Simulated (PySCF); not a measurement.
# HF/cc-pVDZ (density fitting with def2-universal-jkfit) run of BNH3F3 (SMILES [NH3+][B-](F)(F)F)

Aim: the vertical ionisation energy of BNH3F3 at HF/cc-pVDZ (density fitting with def2-universal-jkfit), from 2 runs. Input form: a Python script.

Program for the calculation: PySCF 2.14.0.

2 further runs of the same task are left out: 2 set aside as unsound or not needed.

### Step 1. Starting point

The species is BNH3F3 (8 atoms), meant as a singlet with charge 0. SMILES: `[NH3+][B-](F)(F)F`. Geometry: relaxed at PBE0-D4/def2-TZVP.

Bond lengths: N1–B2 1.674 Å, B2–F3 1.368 Å, B2–F4 1.368 Å, B2–F5 1.368 Å, N1–H6 1.015 Å, N1–H7 1.015 Å, N1–H8 1.015 Å. Some angles: N1–B2–F3 104.1°, N1–B2–F4 104.1°, N1–B2–F5 104.1°, F3–B2–F4 114.2°, F3–B2–F5 114.2°, F4–B2–F5 114.2°, B2–N1–H6 110.1°, B2–N1–H7 110.1°, B2–N1–H8 110.1°, H6–N1–H7 108.9°.

### Step 2. The energy at HF/cc-pVDZ (density fitting with def2-universal-jkfit)

job.py

```python
from pyscf import gto, scf

mol = gto.Mole()
mol.atom = [
    ('N', (-0.501800, -0.052400, 0.645700)),
    ('B', (0.531500, 0.038700, -0.668100)),
    ('F', (1.521100, -0.860400, -0.378100)),
    ('F', (-0.251400, -0.312100, -1.733900)),
    ('F', (0.943600, 1.343300, -0.679400)),
    ('H', (-1.280300, 0.587300, 0.522000)),
    ('H', (-0.006300, 0.194600, 1.496700)),
    ('H', (-0.864300, -0.996100, 0.739300)),
]
mol.max_memory = 1860
mol.verbose = 4
mol.spin = 0
mol.charge = 0
mol.basis = 'cc-pvdz'
mol.build()

calc0 = scf.RHF(mol)
calc0 = calc0.density_fit(auxbasis='def2-universal-jkfit')
calc0.conv_tol = 1e-10
calc0.kernel()
if not calc0.converged:
    calc0 = calc0.newton().run(calc0.mo_coeff, calc0.mo_occ)

etot = calc0.e_tot
print(f'total energy: {etot:.8f} hartree')
```

Started as:

```console
OMP_NUM_THREADS=1 python job.py
```

Output:

```text
PySCF version 2.14.0

[INPUT] num. atoms = 8
[INPUT] num. electrons = 42
[INPUT] charge = 0
[INPUT] spin (= nelec alpha-beta = 2S) = 0
[INPUT] symmetry False subgroup None
[INPUT] Mole.unit = angstrom
[INPUT] Symbol           X                Y                Z      unit          X                Y                Z       unit  Magmom
[INPUT]  1 N     -0.501800000000  -0.052400000000   0.645700000000 AA   -0.948264569307  -0.099021648927   1.220196158632 Bohr   0.0
[INPUT]  2 B      0.531500000000   0.038700000000  -0.668100000000 AA    1.004389435206   0.073132401021  -1.262526023822 Bohr   0.0
[INPUT]  3 F      1.521100000000  -0.860400000000  -0.378100000000 AA    2.874462408076  -1.625920357576  -0.714505447698 Bohr   0.0
[INPUT]  4 F     -0.251400000000  -0.312100000000  -1.733900000000 AA   -0.475077147716  -0.589783523477  -3.276596127383 Bohr   0.0
[INPUT]  5 F      0.943600000000   1.343300000000  -0.679400000000 AA    1.783145571140   2.538469103128  -1.283879929030 Bohr   0.0
[INPUT]  6 H     -1.280300000000   0.587300000000   0.522000000000 AA   -2.419416357281   1.109836152957   0.986437037023 Bohr   0.0
[INPUT]  7 H     -0.006300000000   0.194600000000   1.496700000000 AA   -0.011905274585   0.367740703840   2.828353090637 Bohr   0.0
[INPUT]  8 H     -0.864300000000  -0.996100000000   0.739300000000 AA   -1.633290289462  -1.882356192679   1.397074523891 Bohr   0.0

nuclear repulsion = 191.439123175079
number of shells = 34
number of NR pGTOs = 151
number of NR cGTOs = 85
basis = cc-pvdz
ecp = {}

******** <class 'pyscf.df.df_jk.DFRHF'> ********
method = DFRHF
initial guess = minao
damping factor = 0
level_shift factor = 0
DIIS = <class 'pyscf.scf.diis.CDIIS'>
diis_start_cycle = 1
diis_space = 8
diis_damp = 0
SCF conv_tol = 1e-10
SCF conv_tol_grad = None
SCF max_cycles = 50
direct_scf = False
Set gradient conv threshold to 1e-05
Initial guess from minao.
******** <class 'pyscf.df.df.DF'> ********
auxbasis = def2-universal-jkfit
init E= -379.836132277145
  HOMO = -0.434947409102613  LUMO = 0.106786307631828  gap/eV = 14.74133
cycle= 1 E= -379.309686084037  delta_E= 0.526  |g|= 0.779  |ddm|= 2.32
  HOMO = -0.497019826281543  LUMO = 0.0966162679062741  gap/eV = 16.15366
cycle= 2 E= -379.403567121416  delta_E= -0.0939  |g|= 0.427  |ddm|= 0.741
  HOMO = -0.549994322655372  LUMO = 0.122652109296927  gap/eV = 18.30364
cycle= 3 E= -379.431876221028  delta_E= -0.0283  |g|= 0.0461  |ddm|= 0.218
  HOMO = -0.548768514825971  LUMO = 0.130345535249577  gap/eV = 18.47963
cycle= 4 E= -379.432576020667  delta_E= -0.0007  |g|= 0.00796  |ddm|= 0.0558
  HOMO = -0.549400984232287  LUMO = 0.130631265903063  gap/eV = 18.50462
cycle= 5 E= -379.432603538646  delta_E= -2.75e-05  |g|= 0.00218  |ddm|= 0.011
  HOMO = -0.549763046412276  LUMO = 0.130515740849953  gap/eV = 18.51133
cycle= 6 E= -379.432605814335  delta_E= -2.28e-06  |g|= 0.000632  |ddm|= 0.00326
  HOMO = -0.549689299008892  LUMO = 0.130606542959852  gap/eV = 18.51179
cycle= 7 E= -379.432605944905  delta_E= -1.31e-07  |g|= 0.000163  |ddm|= 0.000657
  HOMO = -0.549726121813518  LUMO = 0.130610377573898  gap/eV = 18.51290
cycle= 8 E= -379.432605956149  delta_E= -1.12e-08  |g|= 3.61e-05  |ddm|= 0.00023
  HOMO = -0.549713955150293  LUMO = 0.130612811467294  gap/eV = 18.51263
cycle= 9 E= -379.432605956629  delta_E= -4.8e-10  |g|= 6.7e-06  |ddm|= 4.67e-05
  HOMO = -0.54971427955642  LUMO = 0.130613171771627  gap/eV = 18.51265
cycle= 10 E= -379.432605956648  delta_E= -1.88e-11  |g|= 1.16e-06  |ddm|= 1.18e-05
  HOMO = -0.549714156121423  LUMO = 0.130613106660778  gap/eV = 18.51265
Extra cycle  E= -379.43260595665  delta_E= -1.48e-12  |g|= 4e-07  |ddm|= 1.74e-06
converged SCF energy = -379.43260595665
total energy: -379.43260596 hartree
```

Run time: 1.3 s. Hardware: 1 thread of Arm Neoverse V1, shared host; peak memory 0.13 GiB.

### Step 3. The doublet cation at the same level

run.py

```python
from pyscf import gto, scf

molecule = gto.M(
    atom=[
    ('N', (-0.501800, -0.052400, 0.645700)),
    ('B', (0.531500, 0.038700, -0.668100)),
    ('F', (1.521100, -0.860400, -0.378100)),
    ('F', (-0.251400, -0.312100, -1.733900)),
    ('F', (0.943600, 1.343300, -0.679400)),
    ('H', (-1.280300, 0.587300, 0.522000)),
    ('H', (-0.006300, 0.194600, 1.496700)),
    ('H', (-0.864300, -0.996100, 0.739300)),
],
    charge=1,
    verbose=3,
    spin=1,
    max_memory=1860,
    basis='cc-pvdz',
)

mf = scf.UHF(molecule)
mf = mf.density_fit(auxbasis='def2-universal-jkfit')
mf.conv_tol = 1e-10
mf.kernel()
if not mf.converged:
    mf = mf.newton().run(mf.mo_coeff, mf.mo_occ)

etot = mf.e_tot
print(f'total energy: {etot:.8f} hartree')
```

Started as:

```console
OMP_NUM_THREADS=1 python run.py
```

Output:

```text
converged SCF energy = -378.93980095731  <S^2> = 0.77539782  2S+1 = 2.0252386
total energy: -378.93980096 hartree
```

Run time: 2.2 s. Hardware: 1 thread of Arm Neoverse V1, shared host; peak memory 0.14 GiB.

### Step 4. Outcome

Level: HF/cc-pVDZ (density fitting with def2-universal-jkfit).

| quantity | value |
| --- | --- |
| singlet BNH3F3: total energy | -379.43261 Eh |
| singlet BNH3F3: dipole moment | 6.48 D |
| singlet BNH3F3: HOMO energy | -14.96 eV |
| singlet BNH3F3: LUMO energy | 3.55 eV |
| singlet BNH3F3: HOMO–LUMO gap | 18.51 eV |
| doublet cation: total energy | -378.93980 Eh |
| doublet cation: HOMO energy (highest over α and β) | -22.11 eV |
| doublet cation: LUMO energy (lowest over α and β) | -11.84 eV |
| doublet cation: ⟨S²⟩ | 0.775 |
| vertical ionisation energy (to the doublet cation) | 13.410 eV |

What this shows: Removing an electron at fixed nuclei costs 13.41 eV (309 kcal/mol). −ε(HOMO) before ionisation, 14.96 eV, is 1.55 eV above this ionisation energy. Mulliken charges (singlet BNH3F3) run from -0.32 on F4 to +0.55 on B2. Mulliken charges (doublet cation) run from -0.17 on F3 to +0.52 on B2.
